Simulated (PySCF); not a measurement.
**A diatomic session: BPb−**

What are the lowest state that PBE0 finds, the bond length, vibrational wavenumber and bond energy of BPb−, and how much do these hang on the method?

Computed with PySCF 2.14.0. Level: B def2-SVPD, Pb def2-SVPD with ECP60, scalar-relativistic core potentials.

3 further runs of the same task are left out: 3 set aside as unsound or not needed.

**1. Set-up**

Settings of the job:

```yaml
atoms: B, Pb
charge: -1
basis: B def2-SVPD, Pb def2-SVPD with ECP60
Hamiltonian: scalar-relativistic core potentials
basis_functions: 52
electrons_treated: 28
masses_in_u: 11.0093, 207.9766
levels: PBE0, PBE, r²SCAN, BLYP, BP86, PW91, ωB97X, HF, MP2, SCS-MP2, CCSD, CCSD(T)
grid: 80 radial by 434 angular points
occupations: held fixed by the projection of orbital angular momentum
dissociation_limit: B + Pb−, each in its ground configuration
starting_distance_in_angstrom: 2.310
values_of_2S_to_try: 0, 2, 4
```

The run is started by

```console
OMP_NUM_THREADS=1 python dia.py task.json out
```

Further steps of the session: First curve: PBE0; PBE; r²SCAN (meta-GGA); BLYP; BP86 (GGA); PW91; ωB97X (range-separated hybrid); UHF (mean field); MP2 and coupled cluster.

**Question.** What will these runs give? Wanted: for each run, Re; ωe; De; μ.

As calculated:

Lowest PBE0 solution found, without spin–orbit coupling: ³Π (triplet), unpaired electrons σ ↑, π ↑.

| level | Re (Å) | ωe (cm⁻¹) | De (eV) | μ (D) |
| --- | --- | --- | --- | --- |
| UHF-CCSD | 2.204 | 540 | 1.97 | n/a |
| UHF-CCSD(T) | 2.218 | 525 | 2.26 | n/a |
| PBE | 2.205 | 536 | 3.03 | 4.87 |
| PW91 | 2.203 | 537 | 3.02 | 4.85 |
| BLYP | 2.228 | 510 | 2.88 | 4.89 |
| BP86 | 2.211 | 529 | 2.96 | 4.82 |
| r²SCAN | 2.192 | 552 | 2.69 | 4.64 |
| PBE0 | 2.181 | 566 | 2.65 | 4.79 |
| ωB97X | 2.166 | 582 | 2.83 | 4.83 |

De is counted to B + Pb− in their ground configurations. A positive dipole points from B to Pb; in an ion it is taken about the centre of mass and does not tell which atom is negative. No constants: UHF (the points don't follow one smooth fit); UHF-MP2 (the points don't follow one smooth fit); UHF-SCS-MP2 (the points don't follow one smooth fit).

**Reading.** Bond lengths run from 2.166 Å (ωB97X) to 2.228 Å (BLYP). Among the levels with a De in the table, it runs from 1.97 eV (UHF-CCSD) to 3.03 eV (PBE).

Correlated steps freeze 5 core orbitals. Spin–orbit coupling is left out, which matters for elements this heavy, above all for dissociation energies. T1 is 0.029 near the minimum (highest on the curve 0.060), which may point to more than one leading configuration. With some functionals the highest level of the anion is positive, from self-interaction error or because the anion is truly unbound there; the finite basis then holds the extra electron, and no neutral molecule was run to test the binding. With spin–orbit coupling the term label itself may not hold.
